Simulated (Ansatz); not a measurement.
What does this script print? It uses Ansatz's Python interface.

The script reads `sr.xyz`:
```text
2
Lattice="4.31 0.0 0.0 -2.155 3.73256949 0.0 0.0 0.0 7.05" Properties=species:S:1:pos:R:3 pbc="T T T"
Sr   -0.00000000    2.48837966    1.76250000
Sr    2.15500000    1.24418983    5.28750000
```

`sr.py`:
```python
'''Energy and force of Sr as one atom is pushed off its site.'''

import ansatz as az
import numpy as np

structure = az.Crystal.from_extxyz('sr.xyz')

inverse = np.linalg.inv(np.array(structure.lattice.vectors))
home = np.array(structure.sites[1].position)
values = np.linspace(-0.1, 0.1, 5)
energies, pulls = [], []
for shift in values:
    moved = structure.move(1, to=home + shift * inverse[0])
    setup = (
        moved.calculation()
        .functional('lda')
        .kpoints(7, 7, 4)
        .occupations('fermi_dirac', width=0.15)
        .forces()
    )
    summary = setup.run(threads=1, pin='off').report
    energies.append(summary['free_energy_ev'])
    pulls.append(summary['forces_ev_ang'][1][0])

# the force is minus the slope of the free energy
print('shift (A)   dE (eV)   force along x (eV/A)')
for shift, e, f in zip(values, energies, pulls):
    print(f'{shift:8.3f} {e - energies[2]:10.5f} {f:12.4f}')
print(f'stiffness from energies {2 * np.polyfit(values, energies, 2)[0]:.3f}, from forces {-np.polyfit(values, pulls, 1)[0]:.3f} eV/A^2')
```

```console
$ python sr.py
DeckWarning: basis.ecutwfc = 420 eV, auto-derived from the records' recommended cutoffs: set by Sr (normal level)
shift (A)   dE (eV)   force along x (eV/A)
  -0.100    0.00148       0.0295
  -0.050    0.00037       0.0148
   0.000    0.00000      -0.0000
   0.050    0.00037      -0.0148
   0.100    0.00148      -0.0295
stiffness from energies 0.296, from forces 0.295 eV/A^2
```
(Warnings from the package without file and line.)

What to keep in mind:
- For a metal this k-point mesh is coarse: on a finer one energies can move by several to tens of meV an atom and pressures by half a GPa or more, differences at one mesh by less.
- In a metal a curvature from energy changes of a few meV or less hangs on mesh and smearing, in size and even in sign.
- This isn't the structure that Sr takes at ambient conditions.
- All periodic images of the atom move with it, so the curvature is one diagonal element of the zone-centre force constants and no normal mode; a positive value doesn't exclude soft modes in which several atoms move.
- Timing: 32 s on 1 thread of Arm Neoverse V1, with other jobs on the host, peak memory 0.47 GiB.

(Lines on the test bed's own set-up are left out of the output.)
